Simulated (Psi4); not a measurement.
**A workflow on SiH3Br (SMILES [H][Si]([H])([H])Br)**

Aim: a geometry optimisation (PBE-D4/cc-pVTZ), then vibrational wavenumbers, then the energy (MP2/def2-TZVPP), then the excited states (TD-PBE/cc-pVTZ) of SiH3Br. 

The calculation is run with Psi4 1.11.

## (1) The structure to begin with

SiH3Br has 5 atoms, charge 0, and is taken as a singlet. SMILES: `[H][Si]([H])([H])Br`. The shape is that of a GFN2-xTB optimisation. The run starts from this shape.

Bond lengths: Si1–Br2 2.210 Å, Si1–H3 1.454 Å, Si1–H4 1.454 Å, Si1–H5 1.453 Å. Angles: Br2–Si1–H3 105.6°, Br2–Si1–H4 105.6°, Br2–Si1–H5 105.7°, H3–Si1–H4 113.0°, H3–Si1–H5 113.0°, H4–Si1–H5 113.0°.

## (2) A structure relaxation at PBE-D4/cc-pVTZ (density fitting) (run 1)

The input, brh3si.dat:

```
memory 1600 mb

molecule mol {
  Si    -0.001670     0.001880    -0.207420
  Br     0.013160    -0.019750     2.002820
  H      1.396060     0.010900    -0.606440
  H     -0.707900     1.215780    -0.582090
  H     -0.699650    -1.208820    -0.606880
}

set globals {
  geom_maxiter 60
}

result, w = opt('pbe-d4/cc-pVTZ', return_wfn=True)
```

The run is started by

```console
$ psi4 brh3si.dat brh3si.out -n 1
```

brh3si.out:

```text
Psi4 1.11 release

gradient() will perform analytic gradient computation.

   => Loading Basis Set <=

    Name: CC-PVTZ
    Role: ORBITAL
    Keyword: BASIS

   => PBE-D4(BJ,EEQ)ATM: Empirical Dispersion <=

        a1 =       0.385750
        a2 =       4.806885
       alp =      16.000000
        s6 =       1.000000
        s8 =       0.959481
        s9 =       1.000000
        ga =       3.000000
        gc =       2.000000
        wf =       6.000000

         ---------------------------------------------------------
                                   SCF
                              RKS Reference
                        1 Threads,   1525 MiB Core
         ---------------------------------------------------------

  ==> Geometry <==

    Molecular point group: c1
    Full point group: C1

    Geometry (in Angstrom), charge = 0, multiplicity = 1:

       Center              X                  Y                   Z               Mass
    ------------   -----------------  -----------------  -----------------  -----------------
         SI          -0.010588078507     0.015417644273    -1.576129218475    27.976926534650
         BR           0.004241921493    -0.006212355727     0.634110781525    78.918337600000
         H            1.387141921493     0.024437644273    -1.975149218475     1.007825032230
         H           -0.716818078507     1.229317644273    -1.950799218475     1.007825032230
         H           -0.708568078507    -1.195282355727    -1.975589218475     1.007825032230

  Running in c1 symmetry.

  Rotational constants: A =      2.84500  B =      0.14544  C =      0.14544 [cm^-1]
  Rotational constants: A =  85290.88951  B =   4360.05386  C =   4360.03769 [MHz]
  Nuclear repulsion =  152.061548320894701

  Charge       = 0
  Multiplicity = 1
  Electrons    = 52
  Nalpha       = 26
  Nbeta        = 26

  ==> Algorithm <==

  SCF Algorithm Type is DF.
  DIIS enabled.
  MOM disabled.
  Fractional occupation disabled.
  Guess Type is SAD.
  Energy threshold   = 1.00e-08
  Density threshold  = 1.00e-08
  Integral threshold = 1.00e-12

  ==> Primary Basis <==

  Basis Set: CC-PVTZ
    Blend: CC-PVTZ
    Number of shells: 45
    Number of basis functions: 119
    Number of Cartesian functions: 133
    Spherical Harmonics?: true
    Max angular momentum: 3

  ==> DFT Potential <==

   => LibXC <=

    Version 7.1.2

   => Composite Functional: PBE-D4BJEEQATM <=

    PBE GGA Exchange-Correlation Functional

    Deriv               =              1
    GGA                 =           TRUE
    Meta                =          FALSE

    Exchange Hybrid     =          FALSE
    MP2 Hybrid          =          FALSE

   => Exchange Functionals <=

    1.0000     XC_GGA_X_PBE

   => Correlation Functionals <=

    1.0000     XC_GGA_C_PBE

   => LibXC Density Thresholds  <==

    XC_GGA_C_PBE:  1.00E-12
    XC_GGA_X_PBE:  1.00E-15

   => Molecular Quadrature <=

    Radial Scheme          =       TREUTLER
    Pruning Scheme         =           NONE
    Nuclear Scheme         =       TREUTLER

    Blocking Scheme        =         OCTREE
    BS radius alpha        =              1
    Pruning alpha          =              1
    Radial Points          =             75
    Spherical Points       =            302
    Total Points           =         107855
    Total Blocks           =            870
    Max Points             =            256
    Max Functions          =            119
    Weights Tolerance      =       1.00E-15

   => Loading Basis Set <=

    Name: (CC-PVTZ AUX)
    Role: JKFIT
    Keyword: DF_BASIS_SCF

  ==> Integral Setup <==

  DFHelper Memory: AOs need 0.048 GiB; user supplied 0.783 GiB.
  SCF_SUBTYPE=INCORE selected. In-core MEM_DF algorithm will be used.
  Using in-core AOs.

  ==> MemDFJK: Density-Fitted J/K Matrices <==

    J tasked:                   Yes
    K tasked:                    No
    wK tasked:                   No
    Memory [MiB]:               802
    Algorithm:                 Core
    Schwarz Cutoff:           1E-12
    Mask sparsity (%):       0.0000
    Fitting Condition:        1E-10

   => Auxiliary Basis Set <=

  Basis Set: (CC-PVTZ AUX)
    Blend: CC-PVTZ-JKFIT
    Number of shells: 118
    Number of basis functions: 418
    Number of Cartesian functions: 519
    Spherical Harmonics?: true
    Max angular momentum: 4

  Cached 100.0% of DFT collocation blocks in 0.334 [GiB].

  Minimum eigenvalue in the overlap matrix is 2.2907962922E-03.
  Reciprocal condition number of the overlap matrix is 4.3611238346E-04.
    Using symmetric orthogonalization.

  ==> Pre-Iterations <==

  SCF Guess: Superposition of Atomic Densities via on-the-fly atomic UHF (no occupation information).

   -------------------------
    Irrep   Nso     Nmo
   -------------------------
     A        119     119
   -------------------------
    Total     119     119
   -------------------------

  ==> Iterations <==

                           Total Energy        Delta E     RMS |[F,P]|

   @DF-RKS iter SAD: -2863.44786319218792   -2.86345e+03   0.00000e+00
[... 2 lines left out ...]
   @DF-RKS iter   3: -2864.98689801566979   -3.51890e-01   9.08216e-04 DIIS/ADIIS
[... 2 lines left out ...]
   @DF-RKS iter   6: -2864.99579993311272   -2.56094e-04   9.23072e-06 DIIS
[... 2 lines left out ...]
   @DF-RKS iter   9: -2864.99580092311635   -2.36923e-09   4.65809e-08 DIIS
[... 27 lines left out ...]
    Final Occupation by Irrep:
[... 10 lines left out ...]
    One-Electron Energy =               -4288.1607649203715482
[... 2 lines left out ...]
    Empirical Dispersion Energy =          -0.0029463361205996
[... 16 lines left out ...]
 Dipole X            :          0.0675036           -0.0718286           -0.0043250
[... 75 lines left out ...]
    Weights Tolerance      =       1.00E-15
[... 54 lines left out ...]
	   Step    Total Energy     Delta E     Max Force     RMS Force      Max Disp      RMS Disp   ~
[... 139 lines left out ...]
                           Total Energy        Delta E     RMS |[F,P]|
[... 3 lines left out ...]
   @DF-RKS iter   2: -2864.99729776062759    5.43327e-04   3.13559e-04 DIIS/ADIIS
[... 2 lines left out ...]
   @DF-RKS iter   5: -2864.99826587426151   -5.02027e-07   7.62755e-07 DIIS
[... 2 lines left out ...]
   @DF-RKS iter   8: -2864.99826588032329    8.18545e-12   3.36428e-09 DIIS
[... 13 lines left out ...]
  @DF-RKS Final Energy: -2864.99826588032329
[... 5 lines left out ...]
    Two-Electron Energy =                1380.9858413460317479
[... 2 lines left out ...]
    VV10 Nonlocal Energy =                  0.0000000000000000
[... 16 lines left out ...]
 Dipole Y            :         -0.1053158            0.1108688            0.0055531
[... 91 lines left out ...]
	                                 ==> Convergence Check <==
[... 8 lines left out ...]
	  Convergence Criteria     1.00e-06 *    3.00e-04 *             o    1.20e-03 *             o
[... 91 lines left out ...]
   @DF-RKS iter   0: -2864.99701879806071   -2.86500e+03   1.32482e-04
[... 2 lines left out ...]
   @DF-RKS iter   3: -2864.99846055550142   -2.11956e-05   3.05175e-06 DIIS
[... 2 lines left out ...]
   @DF-RKS iter   6: -2864.99846066085593   -2.28738e-10   1.17298e-08 DIIS
[... 8 lines left out ...]
    Final Occupation by Irrep:
[... 10 lines left out ...]
    One-Electron Energy =               -4281.8905054388942517
[... 2 lines left out ...]
    Empirical Dispersion Energy =          -0.0029216300323407
[... 16 lines left out ...]
 Dipole X            :          0.0676845           -0.0713869           -0.0037024
[... 44 lines left out ...]
    Weights Tolerance      =       1.00E-15
[... 54 lines left out ...]
	   Step    Total Energy     Delta E     Max Force     RMS Force      Max Disp      RMS Disp
[... 97 lines left out ...]
                           Total Energy        Delta E     RMS |[F,P]|
[... 3 lines left out ...]
   @DF-RKS iter   2: -2864.99852980901187    1.00930e-05   5.11706e-05 DIIS
[... 2 lines left out ...]
   @DF-RKS iter   5: -2864.99855290107416   -2.85286e-08   1.14704e-07 DIIS
[... 2 lines left out ...]
  Energy and wave function converged.
[... 16 lines left out ...]
    Nuclear Repulsion Energy =            149.1708051487556759
[... 2 lines left out ...]
    DFT Exchange-Correlation Energy =    -112.7523383956537231
[... 2 lines left out ...]
    Total Energy =                      -2864.9985529011719336
[... 16 lines left out ...]
 Dipole Z            :         10.7823534          -11.2940856           -0.5117323
[... 92 lines left out ...]
	Measures of convergence in internal coordinates in au.
[... 76 lines left out ...]
    Weights Tolerance      =       1.00E-15
[... 33 lines left out ...]
   @DF-RKS iter   1: -2864.99855507149869    5.16099e-04   9.66068e-06 DIIS
[... 2 lines left out ...]
   @DF-RKS iter   4: -2864.99855615411570   -1.95992e-08   4.87639e-07 DIIS
[... 2 lines left out ...]
  Energy and wave function converged.
[... 25 lines left out ...]
    Final Occupation by Irrep:
              A
    DOCC [    26 ]
    NA   [    26 ]
    NB   [    26 ]

  @DF-RKS Final Energy: -2864.99855615656725

   => Energetics <=

    Nuclear Repulsion Energy =            149.3125281249411671
    One-Electron Energy =               -4282.5023290550443562
    Two-Electron Energy =                1380.9471014218138407
    DFT Exchange-Correlation Energy =    -112.7529363691428159
    Empirical Dispersion Energy =          -0.0029202791352690
    VV10 Nonlocal Energy =                  0.0000000000000000
    Total Energy =                      -2864.9985561565672469

Computation Completed

Properties will be evaluated at   0.000000,   0.000000,   0.000000 [a0]

Properties computed using the SCF density matrix

 Multipole Moments:

 ------------------------------------------------------------------------------------
     Multipole            Electronic (a.u.)      Nuclear  (a.u.)        Total (a.u.)
 ------------------------------------------------------------------------------------

 L = 1.  Multiply by 2.5417464519 to convert [e a0] to [Debye]
 Dipole X            :          0.0673585           -0.0705452           -0.0031867
 Dipole Y            :         -0.1078168            0.1128221            0.0050053
 Dipole Z            :         10.7868986          -11.2901484           -0.5032498
 Magnitude           :                                                    0.5032848

 ------------------------------------------------------------------------------------

	total time  =          3 seconds =       0.05 minutes

         ------------------------------------------------------------
                                   SCF GRAD
         ------------------------------------------------------------

  ==> Geometry <==

    Molecular point group: c1
    Full point group: C1

    Geometry (in Angstrom), charge = 0, multiplicity = 1:

       Center              X                  Y                   Z               Mass
    ------------   -----------------  -----------------  -----------------  -----------------
         SI          -0.009995564343     0.015949163621    -1.597021274643    27.976926534650
         BR           0.004037976110    -0.006446250402     0.645390811999    78.918337600000
         H            1.403344778010     0.025657427488    -2.077106193819     1.007825032230
         H           -0.725236577869     1.244722757562    -2.051601084900     1.007825032230
         H           -0.716830390281    -1.208346811652    -2.076162525391     1.007825032230

  Nuclear repulsion =  149.312528124941167

   => Molecular Quadrature <=

    Radial Scheme          =       TREUTLER
    Pruning Scheme         =           NONE
    Nuclear Scheme         =       TREUTLER

    Blocking Scheme        =         OCTREE
    BS radius alpha        =              1
    Pruning alpha          =              1
    Radial Points          =             75
    Spherical Points       =            302
    Total Points           =         107945
    Total Blocks           =            863
    Max Points             =            256
    Max Functions          =            119
    Weights Tolerance      =       1.00E-15

  -Total Gradient:
     Atom            X                  Y                   Z
    ------   -----------------  -----------------  -----------------
       1       -0.000007227300    -0.000001712648    -0.000162392786
       2        0.000001114057    -0.000000959110     0.000170618439
       3       -0.000038096028     0.000003187999     0.000009076830
       4        0.000023317953    -0.000029029395     0.000009651458
       5        0.000020624724     0.000031885101     0.000011028093

	total time  =          2 seconds =       0.03 minutes

    			-----------------------------------------

    			 OPTKING 3.0: for geometry optimizations

    			        with contributions from

    			-----------------------------------------

	                            ===> Fragment 1 <==

	 Z (Atomic Numbers)          Masses                          Geom
	      14.000000            27.976927         -0.01888888  0.03013955 -3.01793283
	      35.000000            78.918338          0.00763067 -0.01218165  1.21961188
	       1.000000             1.007825          2.65193729  0.04848551 -3.92516184
	       1.000000             1.007825         -1.37049851  2.35218511 -3.87696417
	       1.000000             1.007825         -1.35461312 -2.28344454 -3.92337856

	 - Coordinate -           - BOHR/RAD -       - ANG/DEG -
	 R(1,2)           =         4.237839           2.242568
	 R(1,3)           =         2.820765           1.492684
	 R(1,4)           =         2.820759           1.492681
[... 18 lines of this table left out ...]
	 O(5,1,3,4)       =        -0.908417         -52.048459

	        --- Internal Coordinate Step in ANG or DEG, aJ/ANG or AJ/DEG ---
	-------------------------------------------------------------------------------
	           Coordinate      Previous         Force          Change          New
	           ----------      --------        ------          ------        ------
	               R(1,2)       2.24257       -0.00134       -0.00057       2.24199
	               R(1,3)       1.49268        0.00030        0.00011       1.49279
	               R(1,4)       1.49268        0.00030        0.00011       1.49279
[... 18 lines of this table left out ...]
	           O(5,1,3,4)     -52.04846        0.00000       -0.00094     -52.04940
	-------------------------------------------------------------------------------

	                                 ==> Convergence Check <==

	Measures of convergence in internal coordinates in au.

	Criteria marked as inactive (o), active & met (*), and active & unmet ( ).

	----------------------------------------------------------------------------------------------
	   Step    Total Energy     Delta E     Max Force     RMS Force      Max Disp      RMS Disp
	----------------------------------------------------------------------------------------------
	  Convergence Criteria     1.00e-06 *    3.00e-04 *             o    1.20e-03 *             o
	----------------------------------------------------------------------------------------------
	     5   -2864.99855616   -3.26e-06      1.63e-04 *    3.74e-05 o    1.08e-03 *    2.43e-04 o  ~
	----------------------------------------------------------------------------------------------

Next Geometry in Ang
	Fragment 1 (Ang)

	   Si  -0.0099860161   0.0159536202  -1.5968874177
	   Br   0.0040443747  -0.0064371838   0.6449513719
	    H   1.4034605119   0.0256419305  -2.0769915603
	    H  -0.7253123890   1.2447945063  -2.0514985961
	    H  -0.7168862599  -1.2084165867  -2.0760740645

    Final optimized geometry and variables:
    Molecular point group: c1
    Full point group: C1

    Geometry (in Angstrom), charge = 0, multiplicity = 1:

    SI          -0.009995564343     0.015949163621    -1.597021274643
    BR           0.004037976110    -0.006446250402     0.645390811999
    H            1.403344778010     0.025657427488    -2.077106193819
    H           -0.725236577869     1.244722757562    -2.051601084900
    H           -0.716830390281    -1.208346811652    -2.076162525391

    Psi4 run time: 0:00:29.81

[set-up sections that repeat, and orbital energies of the middle runs, are left out above]
```

Standard output:

```text
Optimizer: Optimization complete!
```

Run time: 31 s. Hardware: 1 thread of AMD EPYC 9R45 (Zen 5), shared host; peak memory 1.1 GiB.

The path in brief:

```csv
step,energy from the first frame kept (eV),largest force (eV/Å)
0,0.0000,0.7607
1,-0.0671,0.3116
2,-0.0724,0.2175
3,-0.0749,0.0575
4,-0.0750,0.0088
```

After the run. Bond lengths: Si1–Br2 2.243 Å, Si1–H3 1.493 Å, Si1–H4 1.493 Å, Si1–H5 1.493 Å. Angles: Br2–Si1–H3 108.4°, Br2–Si1–H4 108.4°, Br2–Si1–H5 108.4°, H3–Si1–H4 110.5°, H3–Si1–H5 110.5°, H4–Si1–H5 110.5°.

## (3) Vibrational wavenumbers at PBE-D4/cc-pVTZ (density fitting) (run 2)

The input, run.py:

```python
import psi4

psi4.set_memory('1600 MB')
psi4.set_num_threads(1)
psi4.core.set_output_file('brh3si.out', False)

m = psi4.geometry("""
Si    -0.001077     0.002412    -0.228312
Br     0.012956    -0.019984     2.014100
H      1.412263     0.012120    -0.708397
H     -0.716318     1.231185    -0.682892
H     -0.707912    -1.221884    -0.707453
symmetry c1
""")

psi4.set_options(dict(basis='cc-pVTZ', t=298.15, rotational_symmetry_number=3))

result = psi4.frequencies("pbe-d4", molecule=m)
print(f'total energy {result:.8f} hartree = {result * 27.211386:.5f} eV')
```

The run is started by

```console
$ python run.py
```

brh3si.out, cut to the lines that bear on the results:

```text
[...]
  Running in c1 symmetry.
[...]
  Nuclear repulsion =  149.312536069568409
[...]
  Multiplicity = 1
[...]
  Nalpha       = 26
  Nbeta        = 26
[...]
    Number of basis functions: 119
[...]
   @DF-RKS iter   1: -2864.67920170081470   -1.27801e+00   1.04945e-02 ADIIS/DIIS
[...]
   @DF-RKS iter  10: -2864.99855610084751   -1.50067e-11   8.12321e-09 DIIS
[...]
  @DF-RKS Final Energy: -2864.99855610084751
   => Energetics <=
    Nuclear Repulsion Energy =            149.3123968357153331
    One-Electron Energy =               -4282.5020600530633601
    Two-Electron Energy =                1380.9469578882067253
    DFT Exchange-Correlation Energy =    -112.7529304928322915
    Empirical Dispersion Energy =          -0.0029202788739134
    VV10 Nonlocal Energy =                  0.0000000000000000
    Total Energy =                      -2864.9985561008475088
[...]
  -Total Gradient:
     Atom            X                  Y                   Z
    ------   -----------------  -----------------  -----------------
       1       -0.000004260507     0.000261700103    -0.000156883043
       2        0.000000620724     0.000048442171     0.000171177354
       3       -0.000037803384    -0.000016593513     0.000010850927
       4        0.000095344361    -0.000175010469     0.000111006234
       5       -0.000055963474    -0.000121806747    -0.000096506318
[...]
  ==> Harmonic Vibrational Analysis <==
[...]
  Freq [cm^-1]                 412.8283            595.5926            599.5545
[...]
  IR activ [km/mol]            36.7745             12.2567             12.5673
[...]
  Freq [cm^-1]                 884.0732            901.9987            906.8845
[...]
  IR activ [km/mol]            262.9798            43.6065             43.3854
[...]
  Freq [cm^-1]                2170.8370           2192.8339           2193.2737
[...]
  IR activ [km/mol]            53.9985             79.1875             79.1776
[...]
  Total E_0, Enthalpy at 0 [K]                                                        -2864.97382009 [Eh]
[...]
  Total H, Enthalpy at  298.15 [K]                                                    -2864.96925935 [Eh]
[...]
  Total G, Gibbs energy at  298.15 [K]                                                -2864.99917905 [Eh]
[...]
```

The script printed:

```text
Warning: used thermodynamics relations inappropriate for low-frequency modes: ['412.8283' '595.5926' '599.5545']
total energy -2864.99855616 hartree = -77960.58160 eV
```

Wall time 2.9 min (1 thread of AMD EPYC 9R45 (Zen 5), shared host); peak memory 1.1 GiB.

(Part 1 of 2 ends here.)
